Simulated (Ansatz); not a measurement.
# MgS: the cost of one run

Program: Ansatz 0.2.0. Level of theory: DFT PBEsol, frozen-core PAW, scalar-relativistic unless said. These are calculated values, not measurements.

1 further run of the same task is left out (set aside as unsound or not needed).

## Step 1: Starting point

It takes space group Fm-3m (No. 225, cubic). The conventional cell has a = 5.203 Å, b = 5.203 Å, c = 5.203 Å, α = 90.00°, β = 90.00°, γ = 90.00°. Around Mg (site symmetry m-3m) lie 6 S at 2.60 Å. Around S (site symmetry m-3m) lie 6 Mg at 2.60 Å.

Coordinates:

```xyz
2
Lattice="0.0000 2.6016 2.6016 2.6016 0.0000 2.6016 2.6016 2.6016 0.0000" Properties=species:S:1:pos:R:3 pbc="T T T"
Mg    0.0000    0.0000    0.0000
S     2.6016    2.6016    2.6016
```

Cartesian axes are those of the input's lattice vectors. The structure goes back to a database entry.

## Step 2: Cell and atoms relaxed, PAW

Input file input.yaml:

```yaml
crystal:
  lattice:
    - [0.0, 2.60165, 2.60165]
    - [2.60165, 0.0, 2.60165]
    - [2.60165, 2.60165, 0.0]
  atoms:
    - { symbol: Mg, position: [0.0, 0.0, 0.0] }
    - { symbol: S, position: [0.5, 0.5, 0.5] }
kpoints:
  mp_grid: { grid: [16, 16, 16] }
scf:
  occupations: { method: fermi_dirac, width: 0.05 }
hamiltonian:
  xc: pbesol
  pseudopotentials: { kind: paw }
relax:
  f_tol: 0.002
  max_steps: 80
  cell: {}
output:
  forces: true
  stress: true
```

Command:

```console
> ansatz run input.yaml --threads 1 --pin off --max-ram 2560MiB --backend cpu --events-out ev --progress --plain --runs-dir out
```

What time and memory should one allow on 1 thread of Arm Neoverse V1, shared host?

About 10 s, with a peak of 0.34 GiB.
